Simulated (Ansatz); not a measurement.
# AuI3: the cost of one run

Method: DFT r²SCAN+U (U_eff = 4 eV on Au d), plane waves, PAW, no spin–orbit coupling unless a run says so, in Ansatz 0.2.0.

### 1 The system as given

The structure is cubic, space group Pm-3m (No. 221). Conventional cell: a = 6.140 Å, b = 6.140 Å, c = 6.140 Å, α = 90.00°, β = 90.00°, γ = 90.00°. Au (site symmetry m-3m) has 6 I at 3.07 Å as nearest neighbours. I (site symmetry 4/mmm) is surrounded by 2 Au at 3.07 Å.

As a file:

```xyz
4
Lattice="6.1404 0.0000 0.0000 0.0000 6.1404 0.0000 0.0000 0.0000 6.1404" Properties=species:S:1:pos:R:3 pbc="T T T"
Au    0.0000    0.0000    0.0000
I     3.0702    0.0000    0.0000
I     0.0000    0.0000    3.0702
I     0.0000    3.0702    0.0000
```

Magnetic order typed: ferromagnetic.

An earlier series on this cell reached its lowest free state from «random orbitals: single harmonics, first filling», perhaps among other starts (it ended without moments).

### 2 Random orbitals: single harmonics, second filling

File input.yaml:

```yaml
crystal:
  lattice:
    - [6.14039853, 0.0, 0.0]
    - [0.0, 6.14039853, 0.0]
    - [0.0, 0.0, 6.14039853]
  atoms:
    - { symbol: Au, position: [0.0, 0.0, 0.0], spin: 0.3 }
    - { symbol: I, position: [0.5, 0.0, 0.0] }
    - { symbol: I, position: [0.0, 0.0, 0.5] }
    - { symbol: I, position: [0.0, 0.5, 0.0] }
basis:
  ecutwfc: 500
  ecutrho_ratio: 4
kpoints:
  mp_grid: { grid: [3, 3, 3] }
hamiltonian:
  xc: r2scan
  hubbard:
    sites:
      - { site: 0, l: d, u_eff: 4.0, starting_ns: [{ spin: up, occupation_matrix: s0up }, { spin: down, occupation_matrix: s0down }] }
    occupation_matrices:
      s0up:
        matrix:
          - [0.02, 0.0, 0.0, 0.0, 0.0]
          - [0.0, 0.97, 0.0, 0.0, 0.0]
          - [0.0, 0.0, 0.97, 0.0, 0.0]
          - [0.0, 0.0, 0.0, 0.97, 0.0]
          - [0.0, 0.0, 0.0, 0.0, 0.97]
      s0down:
        matrix:
          - [0.02, 0.0, 0.0, 0.0, 0.0]
          - [0.0, 0.97, 0.0, 0.0, 0.0]
          - [0.0, 0.0, 0.97, 0.0, 0.0]
          - [0.0, 0.0, 0.0, 0.97, 0.0]
          - [0.0, 0.0, 0.0, 0.0, 0.97]
    ns_hold: { iters: 12 }
scf:
  occupations: { method: gaussian, width: 0.05 }
  lower_state_search: "off"
  max_iter: 150
output:
  forces: true
  stress: true
  eigenvalues: true
  populations: true
  hubbard: { sites: [{ site: 0, l: d }] }
magnetization:
  spin_polarized: true
```

The typed matrices put 0.97 on the chosen orbitals and 0.02 on the others, and are held for 12 cycles.

Launch:

```
$ ansatz run input.yaml --threads 4 --pin off --max-ram 6144MiB --backend cpu --events-out ev --progress --plain --runs-dir out
```

**Question.** How long does this run take on 4 threads of Arm Neoverse N1, shared host, and how much memory does it need?

About 30 s, with a peak of 1 GiB.
